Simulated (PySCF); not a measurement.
# The bond of LiSn, level by level

The task here is to estimate one member of a computed series from the others.

Computed with PySCF 2.14.0. Level: Li def2-SVP, Sn def2-SVP with ECP28, scalar-relativistic core potentials.

The first run:

A driver script around PySCF takes these settings:

```json
{
 "atoms": "Li, Sn",
 "charge": "0",
 "basis": "Li def2-SVP, Sn def2-SVP with ECP28",
 "Hamiltonian": "scalar-relativistic core potentials",
 "basis functions": "35",
 "electrons treated": "25",
 "masses in u": "7.0160, 119.9022",
 "levels": "PBE0, PBE, r²SCAN, M06-L, B3LYP, MN15, ωB97X, HF, MP2, SCS-MP2, CCSD, CCSD(T)",
 "grid": "80 radial by 434 angular points",
 "occupations": "held fixed by the projection of orbital angular momentum",
 "dissociation limit": "Li + Sn, each in its ground configuration",
 "starting distance in angstrom": "2.635",
 "values of 2S to try": "1, 3"
}
```

The run is started by

```sh
$ OMP_NUM_THREADS=1 python dia.py task.json out
```

Steps of the session up to this table: Input; The PBE0 curve of the state that the search chose; Higher solutions at PBE0; PBE; r²SCAN; M06-L; B3LYP (global hybrid GGA); MN15 (hybrid meta-GGA); ωB97X (range-separated hybrid); UHF (mean field); Adding correlation.

One table of the session follows, with a row left open; its other results are not shown here.

It belongs to the step «The curves together». Energy (eV) from each level's lowest point:

```
R (Å)    UHF  UHF-MP2  UHF-SCS-MP2  UHF-CCSD  UHF-CCSD(T)
2.220  0.403    0.385        0.388       n/a          n/a
2.324  0.196    0.183        0.186     0.184        0.185
2.427  0.073    0.065        0.067     0.066        0.066
2.505  0.023    0.019        0.020     0.019        0.019
2.582  0.000    0.000        0.000     0.000        0.000
2.659  0.000    0.003        0.002     0.002        0.002
2.763  0.025    0.033        0.031     0.031        0.031
2.892      ?        ?            ?         ?            ?
3.047  0.185    0.211        0.203     0.202        0.202
3.253  0.335    0.380        0.367       n/a          n/a
```

**Question.** Estimate the row for R (Å) = 2.892.

Worked estimate for «UHF». A straight line through the neighbours (2.763, 0.025) and (3.047, 0.185) gives 0.025 + (0.185 − 0.025) × (2.892 − 2.763) / (3.047 − 2.763) = 0.098; a parabola fitted to 4 rows on both sides gives 0.090.

The run gave: UHF: 0.086; UHF-MP2: 0.101; UHF-SCS-MP2: 0.097; UHF-CCSD: 0.097; UHF-CCSD(T): 0.097. In «UHF» the line misses by +0.012 and the parabola by +0.004.
